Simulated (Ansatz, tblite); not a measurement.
**C17H29O4P: one state, many levels**

The task here is to estimate one member of a computed series from the others.

Method: as each input shows; program: Ansatz 0.2.0, Gaussian basis.

Plan: GFN1-xTB, GFN2-xTB, PBE-D4/def2-TZVP, r2SCAN-D4/def2-TZVP, ωB97X-V/def2-TZVP, CAM-B3LYP-D4/def2-TZVP, BLYP-D4/def2-TZVP, PBE-D4/def2-SVP, PBE0-D4/def2-SVP, HF/6-31G, B3LYP-D4/6-31G, MP2/def2-SVP, RPA/def2-SVP.

### The relaxed structure

The singlet was relaxed beforehand with r2SCAN-D4/def2-SVP.

SMILES `O=P(O)(O)CCCCCCCCCCCOc1ccccc1`, 51 atoms, charge 0, spin multiplicity 1.

Bond lengths: O1–P2 1.492 Å, P2–O3 1.632 Å, P2–O4 1.629 Å, P2–C5 1.801 Å, O3–H23 0.970 Å, O4–H24 0.970 Å, C5–C6 1.532 Å, C5–H25 1.104 Å, C5–H26 1.103 Å, C6–C7 1.530 Å, C6–H27 1.105 Å, C6–H28 1.104 Å, C7–C8 1.529 Å, C7–H29 1.105 Å, C7–H30 1.106 Å, C8–C9 1.528 Å, C8–H31 1.105 Å, C8–H32 1.107 Å and more. Angles: O1–P2–O3 113.3°, O1–P2–O4 113.5°, O1–P2–C5 120.6°, O3–P2–O4 105.0°, O3–P2–C5 101.2°, O4–P2–C5 101.3°, P2–O3–H23 109.4°, P2–O4–H24 109.4°, P2–C5–C6 113.9°, P2–C5–H25 106.6°, P2–C5–H26 105.8°, C6–C5–H25 111.6°, C6–C5–H26 111.5°, H25–C5–H26 106.9°, C5–C6–C7 113.6°, C5–C6–H27 108.5°, C5–C6–H28 108.4°, C7–C6–H27 109.4° and more.

PBE0-D4/def2-TZVP was run before; its log isn't repeated, and its numbers join the tables.

The first run:

Tight binding, by tblite at 300 K electronic temperature and without a spin-polarisation term:

```python
tblite.interface.Calculator('GFN1-xTB', numbers, positions, charge=0, uhf=0).singlepoint()
```

Tight binding, by tblite at 300 K electronic temperature and without a spin-polarisation term:

```python
tblite.interface.Calculator('GFN2-xTB', numbers, positions, charge=0, uhf=0).singlepoint()
```

start.molden holds the orbitals of an earlier run on this state, given as this run's starting guess.

Input file in.yaml:

```yaml
crystal:
  periodic: [false, false, false]
  atoms:
    - {symbol: O, position_ang: [-5.010623, 2.895363, -0.423187]}
    - {symbol: P, position_ang: [-6.056090, 1.855873, -0.195500]}
    - {symbol: O, position_ang: [-6.027801, 1.232431, 1.312933]}
    - {symbol: O, position_ang: [-7.575600, 2.408344, -0.395846]}
    - {symbol: C, position_ang: [-6.091766, 0.356489, -1.191726]}
    - {symbol: C, position_ang: [-4.829000, -0.501331, -1.068076]}
    - {symbol: C, position_ang: [-3.591301, 0.137022, -1.701124]}
    - {symbol: C, position_ang: [-2.332865, -0.724943, -1.602242]}
    - {symbol: C, position_ang: [-1.825027, -0.940860, -0.177014]}
    - {symbol: C, position_ang: [-0.508668, -1.713934, -0.124901]}
    - {symbol: C, position_ang: [-0.027583, -2.048505, 1.289301]}
    - {symbol: C, position_ang: [0.195756, -0.843080, 2.208694]}
    - {symbol: C, position_ang: [1.183489, 0.224752, 1.724141]}
    - {symbol: C, position_ang: [2.644424, -0.225761, 1.576904]}
    - {symbol: C, position_ang: [2.993127, -0.846963, 0.227974]}
    - {symbol: O, position_ang: [4.373636, -1.172188, 0.134420]}
    - {symbol: C, position_ang: [5.280597, -0.196441, -0.126274]}
    - {symbol: C, position_ang: [4.963816, 1.142463, -0.411519]}
    - {symbol: C, position_ang: [5.992305, 2.051556, -0.687029]}
    - {symbol: C, position_ang: [7.329312, 1.651587, -0.680841]}
    - {symbol: C, position_ang: [7.637796, 0.315305, -0.393772]}
    - {symbol: C, position_ang: [6.627198, -0.601756, -0.117585]}
    - {symbol: H, position_ang: [-5.509061, 1.813053, 1.890969]}
    - {symbol: H, position_ang: [-7.567463, 3.378004, -0.398718]}
    - {symbol: H, position_ang: [-6.266280, 0.674294, -2.234427]}
    - {symbol: H, position_ang: [-6.990637, -0.197196, -0.870777]}
    - {symbol: H, position_ang: [-5.021759, -1.479127, -1.545412]}
    - {symbol: H, position_ang: [-4.652727, -0.710808, 0.000977]}
    - {symbol: H, position_ang: [-3.407803, 1.123000, -1.237849]}
    - {symbol: H, position_ang: [-3.807866, 0.343203, -2.765469]}
    - {symbol: H, position_ang: [-1.529375, -0.249888, -2.194364]}
    - {symbol: H, position_ang: [-2.515454, -1.707875, -2.078453]}
    - {symbol: H, position_ang: [-2.581544, -1.482909, 0.420905]}
    - {symbol: H, position_ang: [-1.706186, 0.045755, 0.308974]}
    - {symbol: H, position_ang: [0.265109, -1.140376, -0.668705]}
    - {symbol: H, position_ang: [-0.624542, -2.656350, -0.691147]}
    - {symbol: H, position_ang: [0.898221, -2.648436, 1.228876]}
    - {symbol: H, position_ang: [-0.771286, -2.712094, 1.767829]}
    - {symbol: H, position_ang: [0.537476, -1.212476, 3.192837]}
    - {symbol: H, position_ang: [-0.775117, -0.352081, 2.400239]}
    - {symbol: H, position_ang: [0.833664, 0.666028, 0.771102]}
    - {symbol: H, position_ang: [1.152028, 1.053294, 2.451623]}
    - {symbol: H, position_ang: [3.308804, 0.642206, 1.725754]}
    - {symbol: H, position_ang: [2.906322, -0.946254, 2.372847]}
    - {symbol: H, position_ang: [2.694201, -0.181089, -0.604099]}
    - {symbol: H, position_ang: [2.472543, -1.803523, 0.077850]}
    - {symbol: H, position_ang: [3.928630, 1.488945, -0.419127]}
    - {symbol: H, position_ang: [5.733321, 3.091864, -0.906907]}
    - {symbol: H, position_ang: [8.124066, 2.371168, -0.894578]}
    - {symbol: H, position_ang: [8.680338, -0.016905, -0.384430]}
    - {symbol: H, position_ang: [6.847286, -1.648868, 0.105939]}
basis:
  gaussian: {orbitals: def2-TZVP, fitting: {mean_field: def2-universal-jkfit}, initial_orbitals: start.molden}
hamiltonian: {xc: pbe, dispersion: d4}
scf: {omitted_lower_state_checks: [starts]}
output: {forces: true, orbitals: {seedname: orbitals}}
```

Launch:

```sh
ansatz run in.yaml --threads 2 --pin off --events-out ev --progress --plain --max-ram 20480MiB --backend cuda --devices 0, --max-vram 18GiB
```

Steps of the session up to this table: PBE-D4/def2-TZVP; r2SCAN-D4/def2-TZVP; ωB97X-V/def2-TZVP; CAM-B3LYP-D4/def2-TZVP; BLYP-D4/def2-TZVP; PBE-D4/def2-SVP; PBE0-D4/def2-SVP; HF/6-31G; B3LYP-D4/6-31G; MP2/def2-SVP; RPA/def2-SVP.

One table of the session follows, with a row left open; its other results are not shown here.

It belongs to the step «Binding energy». 

| level | binding an atom (eV) |
| --- | --- |
| HF/6-31G | 2.968 |
| HF/def2-SVP | 3.288 |
| PBE-D4/def2-SVP | 4.583 |
| PBE-D4/def2-TZVP | 4.547 |
| BLYP-D4/def2-TZVP | 4.419 |
| r2SCAN-D4/def2-TZVP | 4.446 |
| B3LYP-D4/6-31G | 4.239 |
| PBE0-D4/def2-SVP | 4.504 |
| PBE0-D4/def2-TZVP | 4.468 |
| CAM-B3LYP-D4/def2-TZVP | 4.445 |
| ωB97X-V/def2-TZVP | 4.436 |
| MP2/def2-SVP | ? |

Q: Estimate the row for MP2/def2-SVP from the others.

The run gave: binding an atom (eV): 4.298. In the column «binding an atom (eV)» it lies between B3LYP-D4/6-31G (4.239) and BLYP-D4/def2-TZVP (4.419).

To keep in mind: Free atoms were run apart at each level; binding is atoms less cluster, divided by the number of atoms, without zero-point or spin-orbit terms.
